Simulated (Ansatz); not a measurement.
# CsLiCr2Te2S3 (Pm) in Ansatz: equation of state

Aim: energy against volume of CsLiCr2Te2S3 in PBE, for its equilibrium volume and stiffness.

All numbers are computed with Ansatz 0.2.0; they aren't measurements. Logs are shortened: lines on timing, memory, paths and dates and some standing lists are left out, and cuts for length are marked.

## 1. The crystal as given

It takes space group Pm (No. 6, monoclinic). The conventional cell has a = 7.057 Å, b = 3.981 Å, c = 9.084 Å, α = 90.00°, β = 107.12°, γ = 90.00°. Around Cs (site symmetry m) lie 3 S at 3.44 to 3.50 Å and 1 Te at 3.93 Å. Li (site symmetry m) is surrounded by 3 S at 2.21 to 2.30 Å. Cr (site symmetry m) has 5 S at 2.47 to 2.63 Å and 1 Te at 2.79 Å and 2 Li at 2.81 Å as nearest neighbours. Cr (site symmetry m) has 2 S at 2.34 to 2.50 Å as nearest neighbours. Around Te (site symmetry m) lie 3 Cr at 2.76 to 2.79 Å. Te (site symmetry m) has 1 S at 2.48 Å and 2 Cr at 2.80 Å as nearest neighbours. S (site symmetry m) has 2 Li at 2.21 Å and 1 Te at 2.48 Å and 1 Cr at 2.51 Å as nearest neighbours. S (site symmetry m) has 3 Cr at 2.34 to 2.47 Å and 1 Li at 2.63 Å as nearest neighbours.

The cell was built by a generator and needn't be a form met in nature.

## 2. Single point, PBE, collinear spin, ferromagnetic start, 25.47 Å³/atom (volume scaled by 0.94)

File input.yaml:

```yaml
crystal:
  lattice:
    - [6.9127824354, 0.0, 0.0077191385]
    - [0.0, 3.8993404644, 0.0]
    - [-2.6282491214, 0.0, 8.5015241658]
  atoms:
    - { symbol: Cs, position: [0.07739, 0.0, 0.37706] }
    - { symbol: Li, position: [0.86424, 0.5, 0.78883] }
    - { symbol: Cr, position: [0.12646, 0.0, 0.94616], spin: 3.0 }
    - { symbol: Cr, position: [0.5929, 0.5, 0.97165], spin: 3.0 }
    - { symbol: Te, position: [0.50838, 0.0, 0.1527] }
    - { symbol: Te, position: [0.55612, 0.0, 0.74893] }
    - { symbol: S, position: [0.87426, 0.0, 0.68502] }
    - { symbol: S, position: [0.25176, 0.5, 0.84402] }
    - { symbol: S, position: [0.96294, 0.5, 0.05357] }
hamiltonian:
  xc: pbe
  pseudopotentials: { kind: paw }
magnetization:
  spin_polarized: true
kpoints:
  mp_grid: { grid: [4, 7, 3] }
scf:
  occupations: { method: fermi_dirac, width: 0.05 }
output:
  forces: true
  stress: true
  eigenvalues: true
  write_density: true
  write_potential: true
  elf: true
  volumetric_format: npy
```

Potentials or basis: Ansatz PAW.

Launch:

```console
ansatz run input.yaml --threads 8 --pin off --max-ram 20480MiB --backend cpu --events-out ev --progress --plain --runs-dir out
```

Output:

```text
Warning: RAYON_NUM_THREADS=8 ignored (pool sized by the plan → 8); use --threads N
Engine: ansatz 0.2.0, aarch64-unknown-linux-gnu
Pseudopotentials: kind: paw
Pseudopotential: Cs, paw, valence charge 9, recommended cutoff 420 eV (normal), Cs.paw.azcp
Pseudopotential: Li, paw, valence charge 3, recommended cutoff 420 eV (normal), Li.paw.azcp
Pseudopotential: Cr, paw, valence charge 14, recommended cutoff 420 eV (normal), Cr.paw.azcp
Pseudopotential: Te, paw, valence charge 16, recommended cutoff 420 eV (normal), Te.paw.azcp
Pseudopotential: S, paw, valence charge 6, recommended cutoff 420 eV (normal), S.paw.azcp
Functional definition: PBE
  parameter kappa = 0.804
  parameter beta = 0.06672455060314922
  exchange = pbe_x(kappa = kappa, mu = beta*pi^2/3)
  correlation = pbe_c(beta = beta)
Crystal: 9 atoms, lattice volume = 229.240 Å³
Basis set: ecut = 420 eV, 4513 PW (Γ), exchange–correlation on 96×54×120 points (8 copies of the dense FFT grid, shifted against one another)
Bands: 58, of which v1, the nominal top of the filled ones, is band 45 counted from 1 (44 counted from 0)
Symmetry: 2 space group operations
Space group: Pm (ITA 6), of the structure as read, at distance tolerance 6.1e-5 Å
Magnetic group: BNS 6.18 (UNI 25), of the structure as read, at distance tolerance 6.1e-5 Å
k-points: 28 of 84 (time reversal used)
Non-local potential: Cs, projectors of the file, l = 0: 3, l = 1: 2, l = 2: 2, l = 3: 2
Non-local potential: Li, projectors of the file, l = 0: 3, l = 1: 2, l = 2: 1
Non-local potential: Cr, projectors of the file, l = 0: 3, l = 1: 2, l = 2: 3, l = 3: 1
Non-local potential: Te, projectors of the file, l = 0: 2, l = 1: 2, l = 2: 2, l = 3: 2
Non-local potential: S, projectors of the file, l = 0: 2, l = 1: 2, l = 2: 2
PAW form: soft (Blöchl's): semilocal exchange-correlation on the pseudo side does not see the compensation charge
PAW one-centre angular grid: Cs, 194 points (default); XC on 64 Gauss nodes
PAW one-centre angular grid: Li, 110 points (default); XC on 64 Gauss nodes
PAW one-centre angular grid: Cr, 590 points (default); XC on 64 Gauss nodes
PAW one-centre angular grid: Te, 590 points (default); XC on 64 Gauss nodes
PAW one-centre angular grid: S, 110 points (default); XC on 64 Gauss nodes
Initial density: superposition of atomic densities (chi_scale 0.1, normalization cell, long waves kept (reshape's long-wave potential 0.20 eV rms))
Starting moments: Σ|m| = 6 μB on 2 of 9 sites
Initial wavefunctions: pseudopotential atomic-orbital guess
Functional: x = pbe(κ = 0.804, μ = 0.2195149727645171), c = pbe(β = 0.06672455060314922)
SCF iter   1: F=—  HF=-29304.604147 eV  |F-HF|=—  |Δ(HF+E_count)|=         —  Δρ=3.58e-2 (↑3.58e-2 ↓3.32e-2)  dr2=1.60e1  dr2_m=2.05e-1  M=5.960 μB ∫|m|=6.416 μB  β_m=0.30  ethr=3.10e-3  ⟨swp⟩=9.8  Hψ=14566  notcnv=0  defer=2
Mixer restart at iter 1: flushing history
preconditioner: auto → Resta (q_TF=auto, 2.335 Å⁻¹)  ε∞=5.3  [insulator: Δε(μ)=0.171 eV  Ē_g=8.321 eV  σ=0.050 eV  W_gap=0.67  n_scr=52 (ndim 8)  ℏωp=17.3 eV  f_vac=0.082  D(μ)=0.71/eV (n_scr^D=2)  ε∞_Penn≈5.3]
spin=Collinear: Resta preconditioning applied to the charge; magnetization (m = ρ↑ − ρ↓) channel mixes plain (no charge-response kernel on spin).
SCF iter   2: F=—  HF=-29303.396827 eV  |F-HF|=—  |Δ(HF+E_count)|=    1.21e0  Δρ=1.94e-2 (↑1.68e-2 ↓1.94e-2)  dr2=2.95e0  dr2_m=3.68e-1  M=5.999 μB ∫|m|=6.709 μB  β_m=0.37  ethr=3.10e-3  ⟨swp⟩=3.4  Hψ=7670  notcnv=0  defer=187
SCF iter   3: F=—  HF=-29302.810765 eV  |F-HF|=—  |Δ(HF+E_count)|=   5.86e-1  Δρ=1.20e-2 (↑1.20e-2 ↓1.08e-2)  dr2=7.39e-1  dr2_m=1.72e-1  M=6.000 μB ∫|m|=6.841 μB  β_m=0.58  ethr=3.10e-3  ⟨swp⟩=2.9  Hψ=4249  notcnv=0  defer=185
SCF iter   4: F=—  HF=-29302.593189 eV  |F-HF|=—  |Δ(HF+E_count)|=   2.18e-1  Δρ=3.81e-3 (↑3.81e-3 ↓1.70e-3)  dr2=9.04e-2  dr2_m=5.37e-3  M=6.000 μB ∫|m|=6.954 μB  β_m=0.66  ethr=8.22e-4  ⟨swp⟩=3.5  Hψ=5531  notcnv=0  defer=185
SCF iter   5: F=—  HF=-29302.601536 eV  |F-HF|=—  |Δ(HF+E_count)|=         —  Δρ=2.08e-3 (↑2.08e-3 ↓9.03e-4)  dr2=2.82e-2  dr2_m=1.33e-3  M=6.000 μB ∫|m|=6.963 μB  β_m=0.66  ethr=1.00e-4  ⟨swp⟩=3.0  Hψ=6645  notcnv=0  defer=174
Mixer restart at iter 5: flushing history
SCF iter   6: F=—  HF=-29302.601290 eV  |F-HF|=—  |Δ(HF+E_count)|=   2.46e-4  Δρ=1.77e-3 (↑1.77e-3 ↓6.33e-4)  dr2=1.63e-2  dr2_m=9.27e-4  M=6.000 μB ∫|m|=6.948 μB  β_m=0.57  ethr=3.14e-5  ⟨swp⟩=2.4  Hψ=6368  notcnv=0  defer=174
SCF iter   7: F=—  HF=-29302.600930 eV  |F-HF|=—  |Δ(HF+E_count)|=   3.60e-4  Δρ=5.78e-4 (↑5.78e-4 ↓4.03e-4)  dr2=4.82e-3  dr2_m=8.41e-5  M=6.000 μB ∫|m|=6.955 μB  β_m=0.75  ethr=1.81e-5  ⟨swp⟩=2.0  Hψ=5981  notcnv=0  defer=174
SCF iter   8: F=—  HF=-29302.602151 eV  |F-HF|=—  |Δ(HF+E_count)|=   1.22e-3  Δρ=3.71e-4 (↑3.71e-4 ↓1.52e-4)  dr2=9.46e-4  dr2_m=4.33e-5  M=6.000 μB ∫|m|=6.958 μB  β_m=0.67  ethr=5.35e-6  ⟨swp⟩=2.0  Hψ=5565  notcnv=0  defer=174
[... 7 lines left out ...]
SCF iter  15: F=—  HF=-29302.500450 eV  |F-HF|=—  |Δ(HF+E_count)|=   2.26e-1  Δρ=2.48e-3 (↑2.48e-3 ↓1.40e-3)  dr2=8.28e-3  dr2_m=6.96e-3  M=0.000 μB ∫|m|=6.558 μB  β_m=0.84  ethr=5.56e-5  ⟨swp⟩=4.4  Hψ=9104  notcnv=0  defer=197
SCF iter  16: F=—  HF=-29302.503924 eV  |F-HF|=—  |Δ(HF+E_count)|=         —  Δρ=1.75e-3 (↑1.75e-3 ↓5.69e-4)  dr2=1.06e-2  dr2_m=9.84e-4  M=0.001 μB ∫|m|=6.607 μB  ethr=9.20e-6  ⟨swp⟩=2.3  Hψ=6640  notcnv=0  defer=200
Mixer restart at iter 16: flushing history
SCF iter  17: F=—  HF=-29302.602640 eV  |F-HF|=—  |Δ(HF+E_count)|=         —  Δρ=1.76e-5 (↑1.76e-5 ↓1.10e-5)  dr2=2.92e-6  dr2_m=2.73e-8  M=6.000 μB ∫|m|=6.955 μB  β_m=0.84  ethr=5.06e-9  ⟨swp⟩=4.8  Hψ=6434  notcnv=0  defer=166
SCF iter  18: F=—  HF=-29302.602641 eV  |F-HF|=—  |Δ(HF+E_count)|=   1.54e-7  Δρ=3.49e-5 (↑3.49e-5 ↓1.03e-5)  dr2=4.92e-6  dr2_m=3.33e-7  M=6.000 μB ∫|m|=6.955 μB  β_m=0.60  ethr=3.24e-9  ⟨swp⟩=2.0  Hψ=6226  notcnv=0  defer=166
SCF iter  19: F=—  HF=-29302.602641 eV  |F-HF|=—  |Δ(HF+E_count)|=   9.40e-8  Δρ=8.46e-6 (↑8.46e-6 ↓3.51e-6)  dr2=4.88e-7  dr2_m=1.52e-8  M=6.000 μB ∫|m|=6.955 μB  β_m=0.80  ethr=3.24e-9  ⟨swp⟩=2.0  Hψ=5462  notcnv=0  defer=166
SCF iter  20: F=—  HF=-29302.602641 eV  |F-HF|=—  |Δ(HF+E_count)|=   2.44e-7  Δρ=4.67e-6 (↑4.67e-6 ↓1.81e-6)  dr2=1.45e-7  dr2_m=5.60e-9  M=6.000 μB ∫|m|=6.955 μB  β_m=0.79  ethr=5.42e-10  ⟨swp⟩=2.0  Hψ=5064  notcnv=0  defer=166
SCF iter  21: F=—  HF=-29302.602641 eV  |F-HF|=—  |Δ(HF+E_count)|=   7.60e-8  Δρ=3.57e-6 (↑3.57e-6 ↓9.67e-7)  dr2=5.55e-8  dr2_m=4.58e-9  M=6.000 μB ∫|m|=6.955 μB  β_m=0.68  ethr=1.61e-10  ⟨swp⟩=2.0  Hψ=5610  notcnv=0  defer=166
SCF iter  22: F=—  HF=-29302.602641 eV  |F-HF|=—  |Δ(HF+E_count)|=   4.69e-8  Δρ=3.51e-6 (↑3.51e-6 ↓1.96e-6)  dr2=1.04e-7  dr2_m=1.38e-9  M=6.000 μB ∫|m|=6.955 μB  β_m=0.81  ethr=6.17e-11  ⟨swp⟩=2.0  Hψ=5611  notcnv=0  defer=166
SCF iter  23: F=-29302.602641 eV  HF=-29302.602641 eV  |F-HF|=1.68e-8  |Δ(HF+E_count)|=   4.93e-9  Δρ=1.35e-6 (↑1.35e-6 ↓8.70e-7)  dr2=1.82e-8  dr2_m=1.36e-10  M=6.000 μB ∫|m|=6.955 μB  ethr=6.17e-11  ⟨swp⟩=14.9  Hψ=21187  notcnv=0
SCF 1 converged in 23 iterations: F = -29302.602641 eV  dr2 = 1.82e-8
SCF converged after 23 iterations
Magnetization: 5.9998 μB (47.9999 up, 42.0001 down)
Absolute magnetization: 6.9599 μB (∫|ρ↑−ρ↓|, with the PAW one-centre terms)
Spin contamination: 0.2062 ħ² per cell (⟨S²⟩ above its minimum at these occupations)
Per-site moments (μB) at R_I (Å): [(0.0020641141530175064, 1.3911056958591463), (0.001528220302143675, 0.8939928185292556), (2.7970527659083118, 0.9969301714162525), (2.588110386568249, 0.9473775060281139), (-0.09958307298996462, 1.113916889331095), (-0.025138332914140183, 1.0016365011131998), (-0.02146917946571701, 0.8939928185292556), (-0.0749444334696296, 0.9473775060281139), (-0.03100937307869899, 0.9287420696149389)]
Free energy (F): -29302.602641 eV
Harris-Foulkes:  -29302.602641 eV  (|F-HF|=1.68e-8)
Internal energy: -29302.602440 eV  (E = F + TS)
E sigma→0 (E₀):  -29302.602540 eV
Entropy (-TS):   -0.000201 eV (-0.022 meV/atom)
Fermi energy:    7.655214 eV
--- Per-component energies (eV) ---
  E_band       = -1275.713667
  E_kinetic    = 1536.904824
  E_local      = -11088.054902  (includes V_loc(G=0)·N_el)
  E_nonlocal   = -372.506644
  E_hartree    = 5456.007938
  E_xc         = -1006.012892
  E_vxc        = -969.304768  (∫ρ·V_xc dr)
  E_paw        = -18609.452085  (= ΣΔE_a)
  E_vpaw       = -1294.778788  (= ΣTr[D̂ρ^β])
  E_aug_tail   = 0.000385  (compensation charges beyond the density's cutoff)
  E_ewald      = -5219.489063
  E_smearing   = -0.000201  (= −TS)
  E_closure    = -0.000000  (closes the sum)
  Σ components = -29302.602641   (vs F -29302.602641, Δ=0.00e0)
--- Forces (eV/Å), atoms counted from 1 ---
  atom   1  Cs     0.02099700    -0.00000000     0.07523848
  atom   2  Li    -0.06004151     0.00000000    -0.01512435
  atom   3  Cr    -0.11435317     0.00000000     0.09914217
  atom   4  Cr     0.23336291    -0.00000000     0.11847754
  atom   5  Te    -0.03309979     0.00000000     0.49371858
  atom   6  Te    -0.38170830     0.00000000    -0.25056920
  atom   7  S      0.37684187    -0.00000000    -0.44930810
  atom   8  S     -0.08624066     0.00000000    -0.34288672
  atom   9  S      0.04424059     0.00000000     0.27132147
  max |Σ_I F_I| component: 9.87e-6 eV/Å
--- Stress (GPa, compression-positive) ---
        3.726410      -0.000000      -0.041833
       -0.000000       3.149057       0.000000
       -0.041833       0.000000       2.791932
  P = ⅓ Tr σ = 3.2225 GPa (32.225 kbar)
--- Band table (eV; the first three rows and the last of 56) ---
  k-point 0 ↑: bands = ["-65.6188", "-65.3067", "-37.9463", "-36.9865", "-36.9754", "-36.9575", "-36.6907", "-36.6838", "-36.6530", "-29.9826", "-29.9125", "-29.8762", "-29.6679", "-29.6625", "-28.8493", "-28.8423", "-28.8359", "-28.8312", "-28.8285", "-14.8631", "-6.8969", "-5.7748", "-5.0165", "-3.7652", "-3.3198", "-1.7205", "-1.5989", "-1.1945", "1.7763", "2.4793", "2.5429", "3.1073", "3.4830", "3.7408", "3.9706", "4.6228", "4.9820", "5.1566", "5.3200", "5.3866", "5.7084", "5.8181", "6.0335", "6.1306", "6.2736", "6.6369", "7.0429", "7.4072", "8.2267", "9.0203", "9.0280", "9.3855", "9.6000", "10.0033", "10.7786", "11.4879", "12.0016", "12.3321"]
[... 3 lines left out ...]
```

It took 36 s on 8 threads of Arm Neoverse V1, shared host; peak memory 1.4 GiB.

What came out:

```
Free energy            : -29302.6026 eV
Pressure               : 3.2 GPa
Largest force          : 0.586 eV/Å
Band gap on the k mesh : 0.55 eV, indirect (least direct gap 0.68 eV)
Net moment             : 6.00 μB per cell
Absolute moment        : 6.96 μB per cell
Site moments           : Cs +0.00; Li +0.00; Cr +2.80, +2.59; Te -0.10, -0.03; S -0.02, -0.07, -0.03 μB
```

Caveat: odd divisions of the mesh miss points on the zone boundary, where band edges often lie, so the gap on the mesh can be too wide; spin-orbit coupling is left out, which moves the levels of the heavy elements; only a ferromagnetic start was run, and an antiferromagnetic order may lie lower in energy.

(Part 1 of 2 ends here.)
